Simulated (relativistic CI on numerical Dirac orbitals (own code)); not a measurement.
# Rh⁶⁺: resonant inelastic X-ray scattering at the M2,3 edge

Aim: the energy losses and their intensities at the absorption maxima, by the Kramers-Heisenberg formula, for 6 crystal fields.

The numbers are computed with relativistic CI on numerical Dirac orbitals (own code) version 3 (Dirac-Coulomb-Breit CI, KLI orbitals optimised for each configuration, model QED (radiative potential, 1s self-energy scaled to tabulated hydrogen-like ionisation energies), valence Slater integrals scaled by 0.7, Kramers-Heisenberg scattering through one core-hole configuration in a parametric crystal field), except any that are marked as measured or tabulated.

### 1 Starting point

| Property | Result |
| --- | --- |
| ion | Rh⁶⁺ (Rh VII) |
| nuclear charge | 45 |
| electrons | 39 |
| configurations | [Kr] 4d3 → [Ne] 3s2 3p5 3d10 4s2 4p6 4d4 |
| temperature | 10 K |
| core-hole width | 2 eV |
| field 1 (cm⁻¹) | Td, 10Dq = -3800 |
| field 2 (cm⁻¹) | Td, 10Dq = -8550 |
| field 3 (cm⁻¹) | Td, 10Dq = -13300 |
| field 4 (cm⁻¹) | Td, 10Dq = -18050 |
| field 5 (cm⁻¹) | Td, 10Dq = -22800 |
| field 6 (cm⁻¹) | Td, 10Dq = -27600 |

### 2 Field 1: Td, 10Dq = -3800

Settings, as recorded:

```ini
atom Rh  Z=45  charge=6  electrons=39
nucleus A=103  rms_radius_fm=4.4945
hamiltonian dirac-coulomb  breit=on  qed=on  c_scale=1
orbitals kli  potential=per-configuration
slater_scale 0.7
correlation none
mixing on
configurations
  [Kr] 4d3
  [Ne] 3s2 3p5 3d10 4s2 4p6 4d4
end
rixs M2,3 T=10 core_hole_width=2
crystal_field Td 10Dq=-3800
```

Started as:

```console
$ python run_levels.py task.json out
```

One command runs all members of the session, one after another, from task.json.

### 3 Field 2: Td, 10Dq = -8550

The settings differ from step 2 so:

```diff
@@ -12,2 +12,2 @@
 rixs M2,3 T=10 core_hole_width=2
-crystal_field Td 10Dq=-3800
+crystal_field Td 10Dq=-8550
```

### 4 Field 3: Td, 10Dq = -13300

The settings differ from step 3 so:

```diff
@@ -12,2 +12,2 @@
 rixs M2,3 T=10 core_hole_width=2
-crystal_field Td 10Dq=-8550
+crystal_field Td 10Dq=-13300
```

### 5 Field 4: Td, 10Dq = -18050

The settings differ from step 4 so:

```diff
@@ -12,2 +12,2 @@
 rixs M2,3 T=10 core_hole_width=2
-crystal_field Td 10Dq=-13300
+crystal_field Td 10Dq=-18050
```

### 6 Field 5: Td, 10Dq = -22800

The settings differ from step 5 so:

```diff
@@ -12,2 +12,2 @@
 rixs M2,3 T=10 core_hole_width=2
-crystal_field Td 10Dq=-18050
+crystal_field Td 10Dq=-22800
```

### 7 Field 6: Td, 10Dq = -27600

The settings differ from step 6 so:

```diff
@@ -12,2 +12,2 @@
 rixs M2,3 T=10 core_hole_width=2
-crystal_field Td 10Dq=-22800
+crystal_field Td 10Dq=-27600
```

(Steps that only read results are left out.)

Before running it: what results should come out? Wanted: incident energies, field 1.

The runs gave:

| field | S, thermal mean | first incident energy (eV) | lowest loss over 0.08 eV (eV) | strongest such loss there (eV) | its level |
| --- | --- | --- | --- | --- | --- |
| 1: Td | 1.47 | 509.9 | 0.162 | 1.798 | G6, S = 1.3 |
| 2: Td | 1.44 | 509.8 | 0.144 | 2.123 | G6, S = 1.0 |
| 3: Td | 1.32 | 509.7 | 0.203 | 0.674 | G8, S = 0.8 |
| 4: Td | 0.90 | 509.8 | 0.459 | 2.235 | G8, S = 0.7 |
| 5: Td | 0.63 | 510.1 | 0.937 | 2.626 | G8, S = 0.6 |
| 6: Td | 0.56 | 510.4 | 1.491 | 3.187 | G8, S = 0.5 |

```
                            quantity     value
          incident energies, field 1  509.9 eV
strongest loss over 0.08 eV, field 1   1.80 eV
```

In field 1 the strongest loss over 0.08 eV at the first resonance is 1.80 eV (G6, S = 1.3). Spin-orbit coupling in the valence shell mixes spin states, so S is only an average. The ground spin differs between the fields. Only the lowest levels kept in the record count, and labels are spin-orbit irreps. Polarisations are summed, and charge-transfer losses are outside the model.
